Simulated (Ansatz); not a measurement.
AgRh under changes of volume

One of the cells (16.064 Å³/atom); the others are scaled copies at fixed shape and fractional positions:

```
CELL_PARAMETERS angstrom
2.77759 0.00000 0.00000
-1.38879 2.40546 0.00000
0.00000 0.00000 4.80860
ATOMIC_POSITIONS crystal
Ag 0.00000 0.00000 0.50000
Rh 0.66667 0.33333 0.00000
```

The cell comes from a database or a generator and needn't be the stable form of this composition.

| Quantity | Value |
| --- | --- |
| Program | Ansatz 0.2.0 |
| Functional | PBE |
| Potentials or basis | Ansatz PAW |
| Cutoff | 420 eV (not typed: the program's choice for these potentials) |
| k mesh | 11 × 11 × 6 |
| Occupations | fermi-dirac, width 0.05 eV |
| Spin | no spin polarisation |

```tsv
volume (Å³/atom)	energy over the lowest point (meV/atom)	pressure (GPa)
15.100	?	?
15.421	4.92	4.3
15.743	0.00	0.8
16.064	1.75	-2.3
16.385	9.33	-5.0
16.707	22.04	-7.4
17.028	39.22	-9.5
```

What does the run at 15.100 Å³/atom give?

Energy over the lowest point 17.44 meV/atom; pressure 8.4 GPa.

Worked out: A Birch-Murnaghan fit of order 3 (a polynomial in V^(-2/3)) to the other rows has its minimum at 15.81 Å³/atom with B0 = V·E''(V) = 158 GPa and B' = 5.4 at fixed shape and positions, which overstates the stiffness. It gives 17.39 meV/atom at 15.100 Å³/atom, against the run's 17.44, and -dE/dV = 8.3 GPa, against 8.4.

Energies are extrapolated to zero smearing.
